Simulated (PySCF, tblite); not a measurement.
# C₂H₉AlGeO, a small molecule taken as a stand-in for a surface group (germyl): NMR shifts, core binding energies and electronic excitations, part 2 of 2

tblite 0.8.0 and PySCF 2.14.0. Atoms count from 0, parts from 1. The steps go on from the part before.

### 5 Core holes by ΔSCF: SCAN, X2C

What the job is given:

```
{"job": {"kind": "xps", "holes": 5}, "charge": 0, "multiplicity": 1}
Ge     1.433362    -2.119552     1.217666
O      0.544589    -0.804953     0.473758
Al    -0.318553     0.463297    -0.263206
C     -0.500689     0.429867    -2.207602
C     -1.050922     1.854407     0.895383
H      2.214842    -1.570606     2.428746
H      2.412951    -2.709988     0.182563
H      0.430916    -3.198019     1.675382
H     -1.094966     1.272843    -2.594446
H     -0.981915    -0.504202    -2.544169
H      0.486812     0.462509    -2.699271
H     -1.734109     1.425293     1.647903
H     -1.603597     2.629865     0.341959
H     -0.245185     2.354656     1.459675
```

With the program's defaults for keys left out, this is: delta-SCF UKS SCAN, pcX-2 on the ionised atom, pcseg-1 elsewhere, spin-free X2C.

What it wrote:

```text
ground state, core basis on atom 1 (O), 163 functions
  cycle   1  E = -2493.45539199  |g| = 1.15e+00
  cycle   2  E = -2492.10329354  |g| = 2.65e+00
  cycle   3  E = -2493.66288205  |g| = 4.70e-01
  cycle   4  E = -2493.71468683  |g| = 1.41e-01
  cycle   5  E = -2493.71964000  |g| = 2.30e-02
  cycle   6  E = -2493.71979698  |g| = 6.91e-03
  cycle   7  E = -2493.71981268  |g| = 1.16e-03
  cycle   8  E = -2493.71981332  |g| = 2.71e-04
  E(ground) = -2493.88613610 Eh
hole in O 1s of atom 1
  cycle   1  E = -2473.15374072  |g| = 2.24e+00
  cycle   2  E = -2472.69141366  |g| = 2.22e+00
  cycle   3  E = -2473.95541997  |g| = 3.83e-01
  cycle   4  E = -2473.99236590  |g| = 1.29e-01
  cycle   5  E = -2474.00075676  |g| = 4.52e-02
  cycle   6  E = -2474.00187290  |g| = 7.70e-03
  cycle   7  E = -2474.00190455  |g| = 2.01e-03
  cycle   8  E = -2474.00190326  |g| = 7.77e-04
  cycle   9  E = -2474.00190685  |g| = 1.74e-04
  E(ion) = -2474.16932334 Eh   <S^2> = 0.7630   hole on atom = 1.000   binding energy = 536.522 eV
ground state, core basis on atom 2 (Al), 174 functions
  cycle   1  E = -2493.75903120  |g| = 2.67e-01
  cycle   2  E = -2493.75025995  |g| = 2.46e-01
  cycle   3  E = -2493.75567713  |g| = 1.74e-01
  cycle   4  E = -2493.76164967  |g| = 1.73e-02
  cycle   5  E = -2493.76169924  |g| = 1.72e-03
  cycle   6  E = -2493.76170286  |g| = 6.48e-04
  cycle   7  E = -2493.76169824  |g| = 1.83e-04
  E(ground) = -2493.89467937 Eh
hole in Al 2p of atom 2
  cycle   1  E = -2490.53114930  |g| = 1.08e+00
  cycle   2  E = -2490.28378350  |g| = 1.07e+00
  cycle   3  E = -2490.74829292  |g| = 3.15e-01
  cycle   4  E = -2490.79492130  |g| = 1.87e-01
  cycle   5  E = -2490.80523806  |g| = 8.45e-02
  cycle   6  E = -2490.80855546  |g| = 1.50e-02
  cycle   7  E = -2490.80866922  |g| = 6.41e-03
  cycle   8  E = -2490.80869109  |g| = 1.20e-03
  cycle   9  E = -2490.80869056  |g| = 3.59e-04
  E(ion) = -2490.94833476 Eh   <S^2> = 0.7529   hole on atom = 1.003   binding energy = 80.174 eV
  2p3/2 = 79.706 eV   2p1/2 = 80.278 eV
ground state, core basis on atom 3 (C), 163 functions
  cycle   1  E = -2493.68481120  |g| = 5.88e-02
  cycle   2  E = -2493.68475914  |g| = 2.52e-02
  cycle   3  E = -2493.68470951  |g| = 3.03e-02
  cycle   4  E = -2493.68489403  |g| = 6.80e-03
  cycle   5  E = -2493.68490259  |g| = 9.51e-04
  cycle   6  E = -2493.68490437  |g| = 1.80e-04
  E(ground) = -2493.85483224 Eh
hole in C 1s of atom 3
  cycle   1  E = -2482.47495025  |g| = 1.50e+00
  cycle   2  E = -2481.97738863  |g| = 1.69e+00
  cycle   3  E = -2483.00440753  |g| = 3.16e-01
  cycle   4  E = -2483.02197496  |g| = 2.33e-01
  cycle   5  E = -2483.04346026  |g| = 6.51e-02
  cycle   6  E = -2483.04473546  |g| = 2.66e-02
  cycle   7  E = -2483.04510842  |g| = 5.46e-03
  cycle   8  E = -2483.04512727  |g| = 1.35e-03
  cycle   9  E = -2483.04512886  |g| = 6.38e-04
  cycle  10  E = -2483.04512911  |g| = 2.71e-04
  E(ion) = -2483.21451781 Eh   <S^2> = 0.7673   hole on atom = 1.000   binding energy = 289.538 eV
ground state, core basis on atom 4 (C), 163 functions
  cycle   1  E = -2493.68478642  |g| = 5.73e-02
  cycle   2  E = -2493.68471763  |g| = 2.30e-02
  cycle   3  E = -2493.68469735  |g| = 2.45e-02
  cycle   4  E = -2493.68486385  |g| = 1.30e-03
  cycle   5  E = -2493.68486421  |g| = 5.30e-04
  cycle   6  E = -2493.68486200  |g| = 9.95e-05
  E(ground) = -2493.85484721 Eh
hole in C 1s of atom 4
  cycle   1  E = -2482.47459782  |g| = 1.50e+00
  cycle   2  E = -2481.97688020  |g| = 1.69e+00
  cycle   3  E = -2483.00446202  |g| = 3.17e-01
  cycle   4  E = -2483.02245474  |g| = 2.31e-01
  cycle   5  E = -2483.04366755  |g| = 6.51e-02
  cycle   6  E = -2483.04493122  |g| = 2.68e-02
  cycle   7  E = -2483.04530556  |g| = 5.39e-03
  cycle   8  E = -2483.04532333  |g| = 1.30e-03
  cycle   9  E = -2483.04532749  |g| = 6.09e-04
  cycle  10  E = -2483.04532757  |g| = 2.55e-04
  E(ion) = -2483.21452300 Eh   <S^2> = 0.7670   hole on atom = 1.000   binding energy = 289.538 eV
```

Run time: 40 s. Hardware: 1 thread of Intel Xeon Platinum 8259CL at 2.50GHz, shared host; peak memory 0.63 GiB.

Binding energies by hole, beside the orbital energy of the ground state; the difference holds orbital relaxation and, for a density functional, its self-interaction error:

```csv
hole,stands for,environment,ΔSCF (eV; 2p as the shell's mean),−ε (eV),⟨S²⟩
O1s on O1,O1,"oxygen bonded to Al, Ge",536.52,515.6,0.763
Al2p on Al2,Al2,"aluminium bonded to 2 C, O",79.90,70.1,0.753
C1s on C3,C3,"carbon bonded to Al, 3 H",289.54,272.7,0.767
C1s on C4,C4,"carbon bonded to Al, 3 H",289.54,272.7,0.767
```

With the spin-orbit splitting: Al2 2p3/2 79.71, 2p1/2 80.28 eV. The table gives each 2p level as the mean over the whole 2p shell (two parts 2p3/2, one part 2p1/2), which differs a little from the single hole in the log.

### 6 TDDFT and polarisability: CAM-B3LYP/def2-SVPD

Settings changed since step 5:

```diff
@@ -1,2 +1,2 @@
-{"job": {"kind": "xps", "holes": 5}, "charge": 0, "multiplicity": 1}
+{"job": {"kind": "uv", "xc": "CAM-B3LYP", "basis": "def2-SVPD", "nstates": 6, "ntriplets": 2, "ip": true}, "charge": 0, "multiplicity": 1}
 Ge     1.433362    -2.119552     1.217666
```

With the program's defaults for keys left out, this is: TDDFT CAM-B3LYP/def2-SVPD, vertical, gas phase, core orbitals frozen in the response.

What it wrote:

```text
coarse grid: 51560 points
cycle   1  E = -2475.7991293391  dE = -5.399e-01  |g| = 9.614e-01  |ddm| = 5.302e+00
cycle   2  E = -2475.5638885425  dE =  2.352e-01  |g| = 1.473e+00  |ddm| = 2.961e+00
cycle   3  E = -2475.9668279999  dE = -4.029e-01  |g| = 1.589e-01  |ddm| = 1.764e+00
cycle   4  E = -2475.9715790994  dE = -4.751e-03  |g| = 4.684e-02  |ddm| = 2.460e-01
cycle   5  E = -2475.9719723739  dE = -3.933e-04  |g| = 4.210e-03  |ddm| = 7.680e-02
cycle   6  E = -2475.9719774938  dE = -5.120e-06  |g| = 1.687e-03  |ddm| = 1.591e-02
final grid: 106904 points
cycle   7  E = -2475.9719918959  dE = -3.164e-07  |g| = 1.585e-03  |ddm| = 6.423e-03
cycle   8  E = -2475.9719919365  dE = -4.052e-08  |g| = 1.548e-03  |ddm| = 4.907e-03
cycle   9  E = -2475.9719923066  dE = -3.701e-07  |g| = 1.119e-04  |ddm| = 2.337e-03
cycle  10  E = -2475.9719923090  dE = -2.453e-09  |g| = 3.171e-05  |ddm| = 1.290e-04
cycle  11  E = -2475.9719923094  dE = -3.524e-10  |g| = 1.020e-05  |ddm| = 1.155e-04
converged SCF energy = -2475.9719923094

Static polarisability (au): isotropic 84.044, principal 72.302 87.842 91.988

Singlet excitations
state   eV       nm        f      main configurations
  1   6.0187    206.0   0.00020   H->L+1 0.97
  2   6.3079    196.6   0.10672   H->L 0.92
  3   7.0397    176.1   0.02391   H-2->L 0.45, H->L+3 0.30
  4   7.0606    175.6   0.00230   H-1->L 0.70, H-1->L+3 0.19
  5   7.5786    163.6   0.02321   H-2->L+1 0.57, H->L+2 0.19
  6   7.5824    163.5   0.06809   H->L+2 0.41, H-2->L+1 0.28, H-2->L+2 0.15

Triplet excitations (Tamm-Dancoff, eV): 5.7328 5.8765
Vertical ionisation energy (delta-SCF) = 9.5073 eV
```

Wall time 3.4 min (1 thread of Intel Xeon Platinum 8259CL at 2.50GHz, shared host); peak memory 1.1 GiB.

The orbitals next to the gap, with their largest atomic shares:

```csv
orbital,eV,atoms
HOMO−3,-10.76,"C3 23 %, C4 23 %, Al2 18 %"
HOMO−2,-9.96,"O1 35 %, Ge0 18 %, H6 12 %"
HOMO−1,-9.83,"O1 49 %, Ge0 21 %, H7 16 %"
HOMO,-8.79,"C3 23 %, C4 23 %, O1 16 %"
LUMO,0.26,"Al2 56 %, Ge0 10 %, C3 5 %"
LUMO+1,0.93,"Al2 48 %, O1 14 %, C3 12 %"
LUMO+2,1.07,"Ge0 52 %, H6 12 %, H5 12 %"
```

With each of the 6 states as a Gaussian band of 0.4 eV half-width at 1/e, the curve within the window shown has maxima at 196 nm (ε 4,400), 164 nm (ε 3,900) L/(mol cm). Beyond the last state computed it falls off for lack of states. The curve at chosen wavelengths:

| nm | ε (L/mol/cm) |
| --- | --- |
| 157 | 2112 |
| 160 | 3244 |
| 163 | 3853 |
| 166 | 3714 |
| 168 | 3326 |
| 171 | 2623 |
| 174 | 2043 |
| 177 | 1700 |
| 180 | 1633 |
| 183 | 1889 |
| 185 | 2244 |
| 188 | 2974 |
| 191 | 3734 |
| 194 | 4252 |
| 197 | 4341 |
| 200 | 3981 |
| 202 | 3551 |
| 205 | 2764 |
| 208 | 1970 |
| 211 | 1296 |
| 214 | 792 |
| 217 | 453 |
| 219 | 302 |
| 222 | 156 |
| 225 | 77 |
| 228 | 36 |

Further results of this job:

```csv
property,computed
dipole moment (D),0.05
polarisability (Å³),12.45
HOMO–LUMO gap (eV),9.05
−ε(HOMO) (eV),8.79
```

### 7 Results

What follows sums up all 2 parts.

| quantity | value |
| --- | --- |
| point group | C1 |
| rotational constants (main isotopes) | 4.66, 0.94, 0.80 GHz |
| 13C shifts against TMS (PBE0/pcSseg-1) | -10.4, -10.4 ppm |
| 1H shifts against TMS (PBE0/pcSseg-1) | 5.31, 5.29, 5.23, -0.40, -0.41, -0.42, -0.42, -0.56, -0.57 ppm |
| 73Ge shifts against GeMe4 (PBE0/pcSseg-1) | -95 ppm |
| 17O shifts against H2O (PBE0/pcSseg-1) | 43.1 ppm |
| 27Al shifts against AlH4- (PBE0/pcSseg-1) | 133.5 ppm |
| C1s binding energies, SCAN/pcX-2 | C4 289.54, C3 289.54 eV |
| O1s binding energies, SCAN/pcX-2 | O1 536.52 eV |
| Al2p binding energies, SCAN/pcX-2 | Al2 79.90 eV |
| lowest singlet (CAM-B3LYP/def2-SVPD) | 6.02 eV (206 nm), f = 0.000 |
| brightest single state of those computed | state 2, 6.31 eV, f = 0.107 |
| lowest triplet | 5.73 eV |
| vertical ionisation energy (ΔSCF) | 9.51 eV |

In words: Relaxing lowered the energy by 0.211 eV in 4 steps; the close pair that moved most is Ge0–H7, from 1.481 to 1.542 Å (PBE0/def2-SVP). At PBE0/pcSseg-1: Shielding is most anisotropic at Ge0 (span 341 ppm, paramagnetic term -1329 ppm). The C1s levels computed lie within 0.00 eV of one another, too close to rank. The lowest singlet, at 6.02 eV, is HOMO→LUMO+1 0.97 and is dark; of the 6 states computed, the strongest absorption comes from state 2 at 6.31 eV (the last state computed is bright too, and its partners may lie past the list). The lowest triplet lies 0.29 eV below the lowest singlet (triplets in Tamm-Dancoff, singlets in full TDDFT). The orbital energy would give 8.79 eV for ionisation, ΔSCF gives 9.51 eV. Spin-orbit coupling is left out, which matters for shieldings and couplings at and beside the heavy atoms. A capped cluster stands for the solid here, so long-range fields and strain are missing, and bands or shifts of the capping hydrogens have no counterpart in it.
